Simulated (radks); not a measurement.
# Zn in [Ar] 3d10 4s2: an all-electron calculation

The task here is to estimate one member of a computed series from the others.

The numbers are computed with radks (a radial shooting solver on a logarithmic mesh, Libxc functionals) version 1 (Dirac Kohn-Sham, PBE, spin-unpolarised, spherical densities, point nucleus), except any that are marked as measured or tabulated.

### Starting point

```
element       : zinc (Z = 30)
charge        : 0
electrons     : 30
configuration : [Ar] 3d10 4s2
```

Outer shells as boxes (Hund's rule):

Zn
```
[Ar] core
3d [↑↓][↑↓][↑↓][↑↓][↑↓]
4s [↑↓]
```

Set-up of the first run:

Input:

```text
Z 30
configuration [Ar] 3d10 4s2 4p0 5s0
relativity Dirac
functional pbe,pbe
spin unpolarised
j_filling energy
nucleus point
c 137.035999084
```

Run with:

```sh
python run_ks.py task.json out
```

All runs below come from this command, one after another.

One table of the session follows, with a row left open; its other results are not shown here.

It belongs to the step «Shells». From the orbitals of this run (lengths in bohr):

```
level     <r>  outermost maximum (interpolated)  90 % within  nodes
1s1/2       ?                                 ?            ?      ?
2s1/2  0.2260                             0.189        0.350      1
2p1/2  0.1959                             0.150        0.321      0
2p3/2  0.1993                             0.153        0.326      0
3s1/2  0.6809                             0.588         1.02      2
3p1/2  0.7060                             0.587         1.09      1
3p3/2  0.7168                             0.595         1.11      1
3d3/2  0.9064                             0.565         1.60      0
3d5/2  0.9151                             0.568         1.62      0
4s1/2   2.655                              2.09         4.12      3
4p1/2   4.284                              3.04         7.03      2
4p3/2   4.371                              3.10         7.17      2
```

**Question.** Estimate the row for 1s1/2.

As computed: <r>: 0.05031; outermost maximum (interpolated): 0.0329; 90 % within: 0.0899; nodes: 0. In the column «<r>» it is the lowest.
